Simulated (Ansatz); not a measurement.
# W-Sc mixtures: a scan of ordered alloys across composition

With the Ansatz DFT code, driven from Python.

Interactive session:
```pycon
>>> from collections import Counter
>>> import ansatz as az
>>> import numpy as np
>>> import pandas as pd
>>> FUNCTIONAL = 'PBEsol'
>>> ECUT = 450
>>> TOLERANCE = 1e-08
>>> K_SPACING = 0.27
>>> FILLING = 'gaussian'
>>> WIDTH_EV = 0.05
>>> def bcc(A, a):
...     return (
...         az.Lattice.bcc(a)
...         .space_group(229)
...         .atom(A, (0, 0, 0))
...         .primitive()
...     )
...
>>> A_FIRST, A_LAST = 3.16, 3.68
>>> def solve(name, crystal):
...     calc = (
...         crystal.calculation()
...         .functional(FUNCTIONAL)
...         .basis(ECUT)
...         .scf(tolerance=TOLERANCE)
...         .kpoints(spacing=K_SPACING)
...         .occupations(FILLING, width=WIDTH_EV)
...         .band_table()
...     )
...     calc = calc.relax(force_tolerance=0.02, cell=True)
...     return calc.run(threads=1, pin='off')
...
>>> def volume_per_atom(outcome):
...     return abs(np.linalg.det(outcome.lattice.cell_ang)) / len(outcome.lattice.sites)
...
>>> def counts(outcome):
...     return Counter(site.symbol for site in outcome.lattice.sites)
...
>>> # swap the mixed sites of the conventional cell one by one
>>> phases = {}
>>> for k in range(2 + 1):
...     a = A_FIRST + (A_LAST - A_FIRST) * k / 2
...     cell = bcc('W', a).conventional().resolved()
...     sites = [site.position for site in cell.sites if site.symbol == 'W']
...     for position in sites[:k]:
...         cell = cell.substitution('Sc', at=position, replaces='W')
...     phases[f'W{2 - k}Sc{k}'] = cell.resolved()
...
>>> done = {}
>>> for name, crystal in phases.items():
...     done[name] = solve(name, crystal)
...     print(f'{name}: {done[name].report["energy_sigma0_ev"]:.4f} eV, {len(done[name].lattice.sites)} atoms')
...
DeckWarning: relax.cell: scf.convergence.dr2_threshold = 1e-8 eV is looser than the 2e-10 eV advised for a relaxation that steers and ends on the stress (1e-10 eV for each atom of the cell: 2). What an SCF threshold leaves in a stress goes as its square root, [...]
W2Sc0: -20513.1294 eV, 2 atoms
W1Sc1: -12366.7262 eV, 2 atoms
W0Sc2: -4222.4982 eV, 2 atoms
>>> # mixing quantities against the straight line between the end members, both on this lattice
>>> x = {name: counts(o)['Sc'] / (counts(o)['W'] + counts(o)['Sc']) for name, o in done.items()}
>>> first, last = min(x, key=x.get), max(x, key=x.get)
>>> energy = {name: o.report['energy_sigma0_ev'] / len(o.lattice.sites) for name, o in done.items()}
>>> volume = {name: volume_per_atom(o) for name, o in done.items()}
>>> rows = []
>>> for name in sorted(done, key=x.get):
...     line = lambda table: (1 - x[name]) * table[first] + x[name] * table[last]
...     rows.append((name, x[name], 1000 * (energy[name] - line(energy)), volume[name], 100 * (volume[name] / line(volume) - 1)))
...
>>> print(pd.DataFrame(rows, columns=['cell', 'x(Sc)', 'E_mix (meV/atom)', 'V (A^3/atom)', 'excess V (%)']).round(4).to_string(index=False))
 cell  x(Sc)  E_mix (meV/atom)  V (A^3/atom)  excess V (%)
W2Sc0    0.0            0.0000       15.6817        0.0000
W1Sc1    0.5          543.8176       17.5221      -11.4151
W0Sc2    1.0            0.0000       23.8783        0.0000
```

Mixing energies: +544 meV an atom at x(W) = 0.50 (volume -11.4 % off the straight line). All are positive, so the end members on this lattice are favoured over these cells.

Reading the output:
- Total energies depend on the potentials; only differences at equal settings carry meaning.
- Spin-orbit coupling, which matters for elements this heavy, is left out.
- Warnings are shown shortened and without file and line.
- These are small ordered cells, with both end members on the same lattice, which need not be their own; they aren't random solutions. Differences under about 40 meV an atom lie within the error of mesh and functional.
- The cells are prototypes set up for this calculation and needn't exist.
- The whole script took 18 s on 1 thread of Intel(R) Xeon(R) Platinum 8259CL CPU @ 2.50GHz (Skylake/Cascade Lake) (shared host), peak memory 0.47 GiB.
